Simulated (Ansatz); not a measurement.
**UHF/3-21G run of GeNH4O (SMILES [NH][GeH2][OH])**

What is the vertical ionisation energy of GeNH4O at UHF/3-21G? 

The results are computed with Ansatz 0.2.0.

66 further runs of the same task are left out: 66 set aside as unsound or not needed.

## (1) The system as given

GeNH4O: 7 atoms, total charge 0, spin state doublet. SMILES: `[NH][GeH2][OH]`. Geometry: relaxed at PBE0-D4/def2-TZVP. This is one conformer, not always the lowest.

Bond lengths: N1–Ge2 1.860 Å, Ge2–O3 1.772 Å, N1–H4 1.025 Å, Ge2–H5 1.544 Å, Ge2–H6 1.536 Å, O3–H7 0.961 Å. Angles: N1–Ge2–O3 106.5°, N1–Ge2–H5 107.6°, N1–Ge2–H6 113.8°, O3–Ge2–H5 110.8°, O3–Ge2–H6 105.4°, Ge2–N1–H4 110.2°, Ge2–O3–H7 111.8°, H5–Ge2–H6 112.6°.

## (2) The energy at UHF/3-21G

File input.yaml:

```yaml
crystal:
  periodic: [false, false, false]
  atoms:
    - {symbol: N, position_ang: [-1.180000, -0.629600, -0.704300]}
    - {symbol: Ge, position_ang: [0.091800, 0.357900, 0.227300]}
    - {symbol: O, position_ang: [1.488100, -0.708500, 0.454200]}
    - {symbol: H, position_ang: [-2.073700, -0.127300, -0.724700]}
    - {symbol: H, position_ang: [0.468500, 1.575300, -0.644200]}
    - {symbol: H, position_ang: [-0.348300, 0.758200, 1.642900]}
    - {symbol: H, position_ang: [1.614800, -1.294000, -0.296700]}
basis:
  gaussian: {orbitals: 3-21G-spherical.json}
total_charge: 0
magnetization: {spin_polarized: true, initial_magnetization: 1}
hamiltonian: {xc: hf}
accuracy: high
output: {orbitals: {seedname: orbitals}}
```

The basis set 3-21G is read from a file made from the Basis Set Exchange's data (not shown).

Started as:

```
ansatz run input.yaml --threads 1 --pin off --max-ram 3480MiB --events-out events.jsonl --progress --plain --runs-dir runs
```

Standard output:

```text
Warning: RAYON_NUM_THREADS=1 ignored (pool sized by the plan → 1); use --threads N
Functional definition: HF
  name "HF"
  exchange = exact_x
  correlation = 0
948 factors; integrals over basis functions are off by at most 4.8e-9 eV
mean field evaluation 1: about -59759.0316 eV, gradient 2.6e1 eV
mean field evaluation 2: about -59759.2310 eV, gradient 2.6e1 eV
mean field evaluation 4: about -59762.6254 eV, gradient 2.1e0 eV
mean field evaluation 8: about -59762.7000 eV, gradient 3.7e-1 eV
mean field evaluation 16: about -59762.7032 eV, gradient 1.1e-5 eV
mean field evaluation 32: about -59762.6989 eV, gradient 5.9e-1 eV
mean field evaluation 64: about -59761.5349 eV, gradient 7.2e-2 eV
mean field -59762.70324012 eV, -2196.2388354590 hartree, gradient 3.9e-8 eV, S^2 0.757927; 0 other end points of the search recorded, 0 dependent functions left out
reference -59762.70324012 eV, -2196.2388354590 hartree; 26, 25 occupied and 22, 23 virtual orbitals, 948 factors
Total energy: -59762.70324012 eV, -2196.2388354590 hartree
```

It took 1.5 s on 1 thread of Arm Neoverse V1, shared host; peak memory 0.14 GiB.

## (3) The singlet cation

File run.yaml:

```yaml
crystal:
  periodic: [false, false, false]
  atoms:
    - {symbol: "N", position_ang: [-1.180000, -0.629600, -0.704300]}
    - {symbol: Ge, position_ang: [0.091800, 0.357900, 0.227300]}
    - {symbol: O, position_ang: [1.488100, -0.708500, 0.454200]}
    - {symbol: H, position_ang: [-2.073700, -0.127300, -0.724700]}
    - {symbol: H, position_ang: [0.468500, 1.575300, -0.644200]}
    - {symbol: H, position_ang: [-0.348300, 0.758200, 1.642900]}
    - {symbol: H, position_ang: [1.614800, -1.294000, -0.296700]}
basis:
  gaussian: {orbitals: 3-21G-spherical.json}
output: {orbitals: {seedname: orbitals}}
hamiltonian: {xc: hf}
total_charge: 1
accuracy: high
```

The basis set 3-21G is read from a file made from the Basis Set Exchange's data (not shown).

Started as:

```
ansatz run run.yaml --threads 1 --pin off --max-ram 3480MiB --events-out events.jsonl --progress --plain --runs-dir runs
```

Standard output:

```text
Warning: RAYON_NUM_THREADS=1 ignored (pool sized by the plan → 1); use --threads N
[... 4 set-up lines as earlier in the session ...]
946 factors; integrals over basis functions are off by at most 4.5e-9 eV
mean field evaluation 1: about -59743.3516 eV, gradient 5.7e1 eV
mean field evaluation 2: about -59743.5145 eV, gradient 5.7e1 eV
mean field evaluation 4: about -59751.3931 eV, gradient 5.1e0 eV
mean field evaluation 8: about -59751.7193 eV, gradient 1.4e0 eV
mean field evaluation 16: about -59751.7354 eV, gradient 5.8e-7 eV
mean field evaluation 32: about -59749.6755 eV, gradient 6.5e-1 eV
mean field -59751.73535290 eV, -2195.8357730382 hartree, gradient 2.4e-8 eV, S^2 0.000000; 0 other end points of the search recorded, 0 dependent functions left out
reference -59751.73535290 eV, -2195.8357730382 hartree; 25, 25 occupied and 23, 23 virtual orbitals, 946 factors
Total energy: -59751.73535290 eV, -2195.8357730382 hartree
```

Run time: 0.7 s. Hardware: 1 thread of Arm Neoverse V1, shared host; peak memory 0.1 GiB.

## (4) Summary of results

Level: UHF/3-21G.

| quantity | value |
| --- | --- |
| doublet GeNH4O: total energy | -2196.23884 Eh |
| doublet GeNH4O: HOMO energy (highest over α and β) | -10.88 eV |
| doublet GeNH4O: LUMO energy (lowest over α and β) | 2.86 eV |
| doublet GeNH4O: ⟨S²⟩ | 0.758 |
| singlet cation: total energy | -2195.83577 Eh |
| singlet cation: HOMO energy | -17.79 eV |
| singlet cation: LUMO energy | -8.76 eV |
| singlet cation: HOMO–LUMO gap | 9.03 eV |
| vertical ionisation energy (to the singlet cation) | 10.968 eV |

What this shows: The vertical ionisation energy comes to 10.97 eV (253 kcal/mol). Only the singlet of the ionised species was computed; a triplet could lie lower.
